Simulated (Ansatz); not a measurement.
# B9N10 zinc blende ring rod (B₉N₁₀H₂₈+): a spread of methods and bases, part 1 of 2

Aim: run B9N10 zinc blende ring rod (B₉N₁₀H₂₈+) under a spread of inputs, and see what each costs and gives.

Method: the settings change from run to run; program: Ansatz 0.2.0, Gaussian basis.

## 1. The geometry

The structure was relaxed beforehand with r2SCAN-D4/def2-SVP.

47 atoms, charge 1, spin multiplicity 1.

Atoms are counted from 1 here; the program's logs count them from 0.

Bond lengths: N1–B11 1.571 Å, N1–B12 1.610 Å, N1–H20 1.025 Å, N1–H21 1.026 Å, N2–B11 1.567 Å, N2–B14 1.630 Å, N2–H22 1.025 Å, N2–H23 1.025 Å, N3–B11 1.571 Å, N3–B15 1.610 Å, N3–H24 1.026 Å, N3–H25 1.025 Å, N4–B12 1.576 Å, N4–B15 1.576 Å, N4–B16 1.578 Å, N4–H26 1.029 Å, N5–B14 1.558 Å, N5–B15 1.547 Å and more. Angles: B11–N1–B12 114.6°, B11–N1–H20 110.4°, B11–N1–H21 110.7°, B12–N1–H20 108.5°, B12–N1–H21 109.3°, H20–N1–H21 102.7°, B11–N2–B14 115.1°, B11–N2–H22 110.5°, B11–N2–H23 110.5°, B14–N2–H22 108.7°, B14–N2–H23 108.7°, H22–N2–H23 102.5°, B11–N3–B15 114.6°, B11–N3–H24 110.7°, B11–N3–H25 110.4°, B15–N3–H24 109.3°, B15–N3–H25 108.5°, H24–N3–H25 102.7° and more.

## 2. r2SCAN0/def2-SVPD

Set apart from the defaults: coordinates scaled by 0.92, density fitting with def2-universal-jkfit, D3(BJ) with three-body dispersion, the search for lower states set to full.

Contents of in.yaml:

```yaml
crystal:
  periodic: [false, false, false]
  atoms:
    - {symbol: N, position_ang: [-2.020714, -0.395791, -1.491716]}
    - {symbol: N, position_ang: [-0.410539, -0.409433, -3.146091]}
    - {symbol: N, position_ang: [-0.392438, -2.020588, -1.492734]}
    - {symbol: N, position_ang: [-0.325996, -0.326762, 0.154392]}
    - {symbol: N, position_ang: [1.279037, -0.342995, -1.495667]}
    - {symbol: N, position_ang: [-0.416168, -0.419347, 3.545227]}
    - {symbol: N, position_ang: [1.262758, -0.361921, 1.898936]}
    - {symbol: N, position_ang: [-0.346677, 1.279256, -1.494641]}
    - {symbol: N, position_ang: [1.291634, 1.294289, 0.176338]}
    - {symbol: N, position_ang: [-0.363395, 1.260780, 1.899996]}
    - {symbol: B, position_ang: [-1.265452, -1.266645, -2.363091]}
    - {symbol: B, position_ang: [-1.195077, 0.505233, -0.654229]}
    - {symbol: B, position_ang: [-1.255829, 0.491835, 2.779978]}
    - {symbol: B, position_ang: [0.488178, 0.490716, -2.352431]}
    - {symbol: B, position_ang: [0.507348, -1.193557, -0.655299]}
    - {symbol: B, position_ang: [0.493959, 0.494369, 1.027404]}
    - {symbol: B, position_ang: [2.183759, 0.483576, -0.656026]}
    - {symbol: B, position_ang: [0.496299, -1.256564, 2.778851]}
    - {symbol: B, position_ang: [0.478475, 2.185220, -0.654928]}
    - {symbol: H, position_ang: [-2.622046, 0.129358, -1.993670]}
    - {symbol: H, position_ang: [-2.596740, -0.897077, -0.937543]}
    - {symbol: H, position_ang: [-0.922790, 0.118830, -3.735991]}
    - {symbol: H, position_ang: [0.118471, -0.920234, -3.736575]}
    - {symbol: H, position_ang: [-0.892155, -2.598021, -0.938607]}
    - {symbol: H, position_ang: [0.133665, -2.620487, -1.995405]}
    - {symbol: H, position_ang: [-0.843099, -0.845356, 0.754405]}
    - {symbol: H, position_ang: [1.888915, -0.846015, -2.006671]}
    - {symbol: H, position_ang: [-0.997467, -1.002183, 4.003306]}
    - {symbol: H, position_ang: [0.033995, 0.031345, 4.240685]}
    - {symbol: H, position_ang: [1.823713, -0.893478, 1.354537]}
    - {symbol: H, position_ang: [1.875020, 0.149009, 2.403150]}
    - {symbol: H, position_ang: [-0.851298, 1.888382, -2.004956]}
    - {symbol: H, position_ang: [1.860007, 1.863545, 0.666497]}
    - {symbol: H, position_ang: [-0.896500, 1.820907, 1.356259]}
    - {symbol: H, position_ang: [0.146515, 1.873849, 2.404262]}
    - {symbol: H, position_ang: [-1.920120, -1.922337, -2.987910]}
    - {symbol: H, position_ang: [-1.902038, 1.124239, -0.046871]}
    - {symbol: H, position_ang: [-1.941370, -0.124761, 2.132300]}
    - {symbol: H, position_ang: [-1.807486, 1.194232, 3.453745]}
    - {symbol: H, position_ang: [1.088649, 1.092941, -3.073010]}
    - {symbol: H, position_ang: [1.128245, -1.899541, -0.048734]}
    - {symbol: H, position_ang: [2.804040, -0.216802, -0.021903]}
    - {symbol: H, position_ang: [2.814749, 1.136608, -1.304818]}
    - {symbol: H, position_ang: [-0.119261, -1.943009, 2.131150]}
    - {symbol: H, position_ang: [1.200328, -1.807174, 3.451773]}
    - {symbol: H, position_ang: [-0.222847, 2.803580, -0.019963]}
    - {symbol: H, position_ang: [1.129743, 2.818030, -1.303710]}
basis:
  gaussian: {orbitals: def2-SVPD, fitting: {mean_field: def2-universal-jkfit}}
total_charge: 1
hamiltonian: {xc: {name: r2SCAN0}, dispersion: d3bjatm}
scf: {lower_state_search: full}
```

The run is started by

```bash
$ ansatz run in.yaml --threads 2 --pin off --events-out ev --progress --plain --max-ram 22528MiB --backend cuda --devices 0, --max-vram 18GiB
```

Log:

```text
Functional definition: r2SCAN0
  name "r2SCAN0"
  cite "Bursch, Neugebauer, Ehlert & Grimme, J. Chem. Phys. 156, 134105 (2022) doi:10.1063/5.0086040"
  cite "Furness, Kaplan, Ning, Perdew & Sun, J. Phys. Chem. Lett. 11, 8208 (2020) doi:10.1021/acs.jpclett.0c02405"
  cite "Furness, Kaplan, Ning, Perdew & Sun, J. Phys. Chem. Lett. 11, 9248 (2020) doi:10.1021/acs.jpclett.0c03077"
  parent r2scan
  parameter a = 0.25
  parameter k0 = 0.174
  parameter k1 = 0.065
  parameter a1 = 4.9479
  exchange = (1 - a)*r2scan_x(k0 = k0, k1 = k1, a1 = a1) + a*exact_x
  correlation = r2scan_c
1949 factors; integrals over basis functions are off by at most 1.6e-1 eV
mean field evaluation 1: about -21380.1745 eV, gradient 1.4e2 eV
mean field evaluation 2: about -21380.1989 eV, gradient 1.4e2 eV
mean field evaluation 4: about -21417.9562 eV, gradient 2.6e1 eV
mean field evaluation 8: about -21419.2342 eV, gradient 4.4e-1 eV
mean field evaluation 16: about -21419.2383 eV, gradient 1.2e-4 eV
mean field -21419.23834486 eV, -787.1424906924 hartree, gradient 3.8e-5 eV, S^2 0.000000; 0 other end points of the search recorded, 0 dependent functions left out
reference -21419.23837585 eV, -787.1424918314 hartree; 71, 71 occupied and 533, 533 virtual orbitals, 1949 factors
Total energy: -21420.04125171 eV, -787.1719969750 hartree
```

Wall time 8 s (1 × H100 (card shared with other runs) with 2 threads of AMD EPYC 7R13, shared host).

## 3. r2SCAN50/def2-SVP

Set apart from the defaults: unrestricted orbitals, atoms shaken by 0.08 Å, density fitting with def2-universal-jkfit, D3(BJ) dispersion.

Contents of in.yaml:

```yaml
crystal:
  periodic: [false, false, false]
  atoms:
    - {symbol: N, position_ang: [-2.168721, -0.479667, -1.752313]}
    - {symbol: N, position_ang: [-0.483712, -0.348773, -3.449429]}
    - {symbol: N, position_ang: [-0.420630, -2.297724, -1.487489]}
    - {symbol: N, position_ang: [-0.339435, -0.300801, 0.051105]}
    - {symbol: N, position_ang: [1.356962, -0.314626, -1.683359]}
    - {symbol: N, position_ang: [-0.519290, -0.486188, 3.973763]}
    - {symbol: N, position_ang: [1.359903, -0.344433, 2.055841]}
    - {symbol: N, position_ang: [-0.453693, 1.375474, -1.665934]}
    - {symbol: N, position_ang: [1.458578, 1.510161, 0.148474]}
    - {symbol: N, position_ang: [-0.437950, 1.379021, 2.014479]}
    - {symbol: B, position_ang: [-1.356098, -1.362352, -2.636974]}
    - {symbol: B, position_ang: [-1.170612, 0.629921, -0.593871]}
    - {symbol: B, position_ang: [-1.482450, 0.536029, 3.130170]}
    - {symbol: B, position_ang: [0.412133, 0.702122, -2.573766]}
    - {symbol: B, position_ang: [0.570648, -1.232125, -0.733938]}
    - {symbol: B, position_ang: [0.578827, 0.510990, 0.994349]}
    - {symbol: B, position_ang: [2.424974, 0.338559, -0.779578]}
    - {symbol: B, position_ang: [0.428849, -1.318953, 3.005033]}
    - {symbol: B, position_ang: [0.463144, 2.405645, -0.730844]}
    - {symbol: H, position_ang: [-2.750622, 0.138358, -2.216353]}
    - {symbol: H, position_ang: [-2.996770, -0.991294, -1.007876]}
    - {symbol: H, position_ang: [-0.945462, 0.172921, -4.048075]}
    - {symbol: H, position_ang: [0.060081, -1.114311, -4.009804]}
    - {symbol: H, position_ang: [-0.746235, -2.784857, -1.077790]}
    - {symbol: H, position_ang: [0.176038, -2.873850, -2.040034]}
    - {symbol: H, position_ang: [-0.966552, -0.918395, 0.790491]}
    - {symbol: H, position_ang: [2.109808, -0.984448, -2.234733]}
    - {symbol: H, position_ang: [-1.086966, -1.070613, 4.379387]}
    - {symbol: H, position_ang: [0.042150, 0.082208, 4.538058]}
    - {symbol: H, position_ang: [2.033979, -1.118019, 1.513804]}
    - {symbol: H, position_ang: [2.023157, 0.211597, 2.569469]}
    - {symbol: H, position_ang: [-0.949025, 2.101377, -2.109319]}
    - {symbol: H, position_ang: [2.277695, 1.957605, 0.624095]}
    - {symbol: H, position_ang: [-0.954220, 1.994365, 1.474105]}
    - {symbol: H, position_ang: [0.133461, 1.974993, 2.633575]}
    - {symbol: H, position_ang: [-2.086426, -2.055940, -3.251463]}
    - {symbol: H, position_ang: [-2.019414, 1.236899, 0.054645]}
    - {symbol: H, position_ang: [-1.959489, -0.160245, 2.266335]}
    - {symbol: H, position_ang: [-1.996458, 1.311822, 3.843161]}
    - {symbol: H, position_ang: [1.061983, 1.176589, -3.353422]}
    - {symbol: H, position_ang: [1.268410, -2.118875, 0.032552]}
    - {symbol: H, position_ang: [3.041297, -0.163539, -0.061905]}
    - {symbol: H, position_ang: [3.093673, 1.336444, -1.434931]}
    - {symbol: H, position_ang: [-0.154188, -2.147822, 2.394017]}
    - {symbol: H, position_ang: [1.203340, -1.954436, 3.749665]}
    - {symbol: H, position_ang: [-0.265675, 3.119876, 0.021583]}
    - {symbol: H, position_ang: [1.264194, 3.099029, -1.516571]}
basis:
  gaussian: {orbitals: def2-SVP, fitting: {mean_field: def2-universal-jkfit}}
total_charge: 1
magnetization: {spin_polarized: true, initial_magnetization: 0}
hamiltonian: {xc: {name: r2SCAN50}, dispersion: d3bj}
scf: {omitted_lower_state_checks: [starts]}
```

Same command.

Log:

```text
Warning: the engine holds no damping parameters fitted to this dispersion correction and functional, so the run takes those fitted to r2scan50 beside the three-body term, which d3bj leaves out (hamiltonian.dispersion, under Limitations)
Functional definition: r2SCAN50
  name "r2SCAN50"
  cite "Bursch, Neugebauer, Ehlert & Grimme, J. Chem. Phys. 156, 134105 (2022) doi:10.1063/5.0086040"
  cite "Furness, Kaplan, Ning, Perdew & Sun, J. Phys. Chem. Lett. 11, 8208 (2020) doi:10.1021/acs.jpclett.0c02405"
  cite "Furness, Kaplan, Ning, Perdew & Sun, J. Phys. Chem. Lett. 11, 9248 (2020) doi:10.1021/acs.jpclett.0c03077"
  parent r2scan
  parameter a = 0.5
  parameter k0 = 0.174
  parameter k1 = 0.065
  parameter a1 = 4.9479
  exchange = (1 - a)*r2scan_x(k0 = k0, k1 = k1, a1 = a1) + a*exact_x
  correlation = r2scan_c
these checks for a lower state are left out or cut short: starts
1949 factors; integrals over basis functions are off by at most 2.9e-1 eV
mean field evaluation 1: about -21389.4870 eV, gradient 7.6e1 eV
mean field evaluation 2: about -21388.0698 eV, gradient 7.9e1 eV
mean field evaluation 4: about -21413.7836 eV, gradient 3.8e0 eV
mean field evaluation 8: about -21413.8608 eV, gradient 4.9e-2 eV
mean field evaluation 16: about -21413.8608 eV, gradient 2.9e-5 eV
mean field -21413.86079114 eV, -786.9448692383 hartree, gradient 2.9e-5 eV, S^2 0.000000; 0 other end points of the search recorded, 0 dependent functions left out
reference -21413.86080363 eV, -786.9448696973 hartree; 71, 71 occupied and 335, 335 virtual orbitals, 1949 factors
Total energy: -21414.68224126 eV, -786.9750569734 hartree
Checks for a lower state left out: starts
```

Wall time 8.5 s (1 × H100 (card shared with other runs) with 2 threads of AMD EPYC 7R13, shared host).

⟨S²⟩ 0.000.

## 4. SVWN5/def2-TZVP

Set apart from the defaults: atoms shaken by 0.08 Å, density fitting with def2-universal-jkfit, the search for lower states set to full.

Contents of in.yaml:

```yaml
crystal:
  periodic: [false, false, false]
  atoms:
    - {symbol: N, position_ang: [-2.180530, -0.454155, -1.562556]}
    - {symbol: N, position_ang: [-0.343472, -0.461414, -3.487177]}
    - {symbol: N, position_ang: [-0.293950, -2.239701, -1.564837]}
    - {symbol: N, position_ang: [-0.439842, -0.349028, -0.017503]}
    - {symbol: N, position_ang: [1.415312, -0.339121, -1.618638]}
    - {symbol: N, position_ang: [-0.551944, -0.482864, 3.892966]}
    - {symbol: N, position_ang: [1.390945, -0.466362, 2.181970]}
    - {symbol: N, position_ang: [-0.305401, 1.343932, -1.632084]}
    - {symbol: N, position_ang: [1.464699, 1.387128, 0.167230]}
    - {symbol: N, position_ang: [-0.344744, 1.356698, 2.156991]}
    - {symbol: B, position_ang: [-1.372884, -1.176188, -2.618987]}
    - {symbol: B, position_ang: [-1.231080, 0.640458, -0.752803]}
    - {symbol: B, position_ang: [-1.503142, 0.590831, 3.087444]}
    - {symbol: B, position_ang: [0.474101, 0.490635, -2.514864]}
    - {symbol: B, position_ang: [0.572611, -1.358918, -0.738961]}
    - {symbol: B, position_ang: [0.578688, 0.679078, 1.197730]}
    - {symbol: B, position_ang: [2.424999, 0.421182, -0.879178]}
    - {symbol: B, position_ang: [0.489818, -1.322066, 3.093624]}
    - {symbol: B, position_ang: [0.393050, 2.343494, -0.681727]}
    - {symbol: H, position_ang: [-2.859571, 0.149355, -2.133023]}
    - {symbol: H, position_ang: [-2.905614, -0.992943, -1.116165]}
    - {symbol: H, position_ang: [-0.846412, 0.165301, -4.182990]}
    - {symbol: H, position_ang: [0.128598, -0.982573, -3.919867]}
    - {symbol: H, position_ang: [-0.980152, -2.806565, -1.019809]}
    - {symbol: H, position_ang: [0.126218, -2.969688, -2.090824]}
    - {symbol: H, position_ang: [-0.937232, -1.007833, 0.928185]}
    - {symbol: H, position_ang: [1.965655, -0.998532, -2.407366]}
    - {symbol: H, position_ang: [-1.032470, -1.145555, 4.330082]}
    - {symbol: H, position_ang: [0.128566, -0.030550, 4.527555]}
    - {symbol: H, position_ang: [1.996769, -1.092386, 1.473941]}
    - {symbol: H, position_ang: [2.017783, 0.128206, 2.590730]}
    - {symbol: H, position_ang: [-0.910121, 2.038919, -2.322503]}
    - {symbol: H, position_ang: [2.066806, 2.051100, 0.832387]}
    - {symbol: H, position_ang: [-0.800052, 1.983941, 1.499369]}
    - {symbol: H, position_ang: [0.260414, 2.120519, 2.471426]}
    - {symbol: H, position_ang: [-2.141032, -2.168445, -3.218763]}
    - {symbol: H, position_ang: [-2.056840, 1.240210, -0.085547]}
    - {symbol: H, position_ang: [-1.979797, -0.120577, 2.251395]}
    - {symbol: H, position_ang: [-1.831050, 1.332453, 3.752695]}
    - {symbol: H, position_ang: [1.157795, 1.219486, -3.288517]}
    - {symbol: H, position_ang: [1.213046, -1.880196, -0.089449]}
    - {symbol: H, position_ang: [3.052130, -0.101443, -0.016374]}
    - {symbol: H, position_ang: [2.898988, 1.243444, -1.481779]}
    - {symbol: H, position_ang: [-0.085081, -2.119785, 2.180737]}
    - {symbol: H, position_ang: [1.361727, -1.956388, 3.712342]}
    - {symbol: H, position_ang: [-0.283182, 3.111057, -0.211164]}
    - {symbol: H, position_ang: [1.312947, 2.994947, -1.428367]}
basis:
  gaussian: {orbitals: def2-TZVP, fitting: {mean_field: def2-universal-jkfit}}
total_charge: 1
hamiltonian: {xc: {name: SVWN5}}
scf: {lower_state_search: full}
output: {forces: true}
```

Same command.

Log:

```text
Functional definition: SVWN5
  name "SVWN5"
  cite "Dirac, Proc. Camb. Phil. Soc. 26, 376 (1930) doi:10.1017/S0305004100016108"
  cite "Slater, Phys. Rev. 81, 385 (1951) doi:10.1103/PhysRev.81.385"
  cite "Vosko, Wilk & Nusair, Can. J. Phys. 58, 1200 (1980) doi:10.1139/p80-159"
  exchange = slater_x
  correlation = vwn5_c
1949 factors; integrals over basis functions are off by at most 5.4e-1 eV
mean field evaluation 1: about -21181.3180 eV, gradient 2.0e2 eV
mean field evaluation 2: about -21181.3143 eV, gradient 2.0e2 eV
mean field evaluation 4: about -21222.8234 eV, gradient 1.4e2 eV
mean field evaluation 8: about -21263.3494 eV, gradient 3.8e0 eV
mean field evaluation 16: about -21263.3790 eV, gradient 1.4e-3 eV
mean field -21263.37899844 eV, -781.4147653567 hartree, gradient 4.1e-5 eV, S^2 0.000000; 0 other end points of the search recorded, 0 dependent functions left out
the calculation of the forces begins
reference -21263.37907463 eV, -781.4147681565 hartree; 71, 71 occupied and 686, 686 virtual orbitals, 1949 factors
Total energy: -21263.37907463 eV, -781.4147681565 hartree
Atom 0 at    -2.180530    -0.454155    -1.562556 Å, force    -0.581691     3.325186    -3.448813 eV/Å
Atom 1 at    -0.343472    -0.461414    -3.487177 Å, force   -11.242644    11.564628     8.897058 eV/Å
Atom 2 at    -0.293950    -2.239701    -1.564837 Å, force    -3.173075     0.984145    -1.170093 eV/Å
Atom 3 at    -0.439842    -0.349028    -0.017503 Å, force     2.016964    -2.264709     6.927904 eV/Å
Atom 4 at     1.415312    -0.339121    -1.618638 Å, force    -0.234164    -4.621066    -3.859990 eV/Å
Atom 5 at    -0.551944    -0.482864     3.892966 Å, force     3.749054     4.128237    -3.272309 eV/Å
Atom 6 at     1.390945    -0.466362     2.181970 Å, force    -2.030068    -0.890336    -5.158008 eV/Å
Atom 7 at    -0.305401     1.343932    -1.632084 Å, force    -3.923972     3.535557    -2.411367 eV/Å
Atom 8 at     1.464699     1.387128     0.167230 Å, force    -1.195617     1.906707     2.805617 eV/Å
Atom 9 at    -0.344744     1.356698     2.156991 Å, force     0.050425     0.799157    -0.806623 eV/Å
Atom 10 at    -1.372884    -1.176188    -2.618987 Å, force    -0.461020    -5.609075     0.382190 eV/Å
Atom 11 at    -1.231080     0.640458    -0.752803 Å, force    -2.776647    -2.486780     1.341756 eV/Å
Atom 12 at    -1.503142     0.590831     3.087444 Å, force     5.127628    -4.020203    -3.065275 eV/Å
Atom 13 at     0.474101     0.490635    -2.514864 Å, force     3.594486     0.659597    -1.869324 eV/Å
Atom 14 at     0.572611    -1.358918    -0.738961 Å, force    -2.762733     4.796620    -2.003186 eV/Å
Atom 15 at     0.578688     0.679078     1.197730 Å, force     0.672947    -4.732199    -2.037283 eV/Å
Atom 16 at     2.424999     0.421182    -0.879178 Å, force    -1.184031     1.559787     3.311066 eV/Å
Atom 17 at     0.489818    -1.322066     3.093624 Å, force     0.379185    -1.684295    -2.160951 eV/Å
Atom 18 at     0.393050     2.343494    -0.681727 Å, force     5.713542    -0.621262    -2.463223 eV/Å
Atom 19 at    -2.859571     0.149355    -2.133023 Å, force     0.721239    -0.387048     0.426782 eV/Å
Atom 20 at    -2.905614    -0.992943    -1.116165 Å, force     0.047063    -0.872596     1.012242 eV/Å
Atom 21 at    -0.846412     0.165301    -4.182990 Å, force     0.699345    -0.692100     0.610146 eV/Å
Atom 22 at     0.128598    -0.982573    -3.919867 Å, force     9.303571   -10.204832    -8.437261 eV/Å
Atom 23 at    -0.980152    -2.806565    -1.019809 Å, force     0.306555     0.616089     0.078774 eV/Å
Atom 24 at     0.126218    -2.969688    -2.090824 Å, force     1.046970    -0.883312    -1.131342 eV/Å
Atom 25 at    -0.937232    -1.007833     0.928185 Å, force     1.247393     2.172354    -3.112449 eV/Å
Atom 26 at     1.965655    -0.998532    -2.407366 Å, force    -1.120366     1.956320     2.464957 eV/Å
Atom 27 at    -1.032470    -1.145555     4.330082 Å, force    -3.072592    -3.540822     3.072869 eV/Å
Atom 28 at     0.128566    -0.030550     4.527555 Å, force    -0.879239     0.114244     0.579882 eV/Å
Atom 29 at     1.996769    -1.092386     1.473941 Å, force    -1.493139     1.432948     1.669781 eV/Å
Atom 30 at     2.017783     0.128206     2.590730 Å, force     2.753747     1.878806     2.037930 eV/Å
Atom 31 at    -0.910121     2.038919    -2.322503 Å, force     1.693870    -1.606627     1.993683 eV/Å
Atom 32 at     2.066806     2.051100     0.832387 Å, force    -0.810408    -1.252263    -2.236105 eV/Å
Atom 33 at    -0.800052     1.983941     1.499369 Å, force    -1.514396     0.364613    -0.797825 eV/Å
Atom 34 at     0.260414     2.120519     2.471426 Å, force     0.269044     0.191810     1.618689 eV/Å
Atom 35 at    -2.141032    -2.168445    -3.218763 Å, force     1.339692     1.948997     0.661437 eV/Å
Atom 36 at    -2.056840     1.240210    -0.085547 Å, force     0.286978     0.437709    -0.034023 eV/Å
Atom 37 at    -1.979797    -0.120577     2.251395 Å, force    -1.060390     0.127460    -0.043130 eV/Å
Atom 38 at    -1.831050     1.332453     3.752695 Å, force    -2.512127     3.406198     3.089133 eV/Å
Atom 39 at     1.157795     1.219486    -3.288517 Å, force    -0.368583    -0.494272     0.462222 eV/Å
Atom 40 at     1.213046    -1.880196    -0.089449 Å, force     3.128266    -2.671140     3.449400 eV/Å
Atom 41 at     3.052130    -0.101443    -0.016374 Å, force     0.711343    -0.978043    -0.045894 eV/Å
Atom 42 at     2.898988     1.243444    -1.481779 Å, force     1.426909     1.292919    -1.397918 eV/Å
Atom 43 at    -0.085081    -2.119785     2.180737 Å, force     0.218955     0.824853     1.229427 eV/Å
Atom 44 at     1.361727    -1.956388     3.712342 Å, force    -1.019159     0.025020     0.446694 eV/Å
Atom 45 at    -0.283182     3.111057    -0.211164 Å, force    -1.532959     1.093684     1.520172 eV/Å
Atom 46 at     1.312947     2.994947    -1.428367 Å, force    -1.556147    -0.630664     0.872580 eV/Å
Dipole moment:    -0.910025    -0.573022    -0.398167 e Å
```

Wall time 7.5 s (1 × H100 (card shared with other runs) with 2 threads of AMD EPYC 7R13, shared host).

Largest force 18.420 eV/Å.

(Continued in part 2 of 2.)
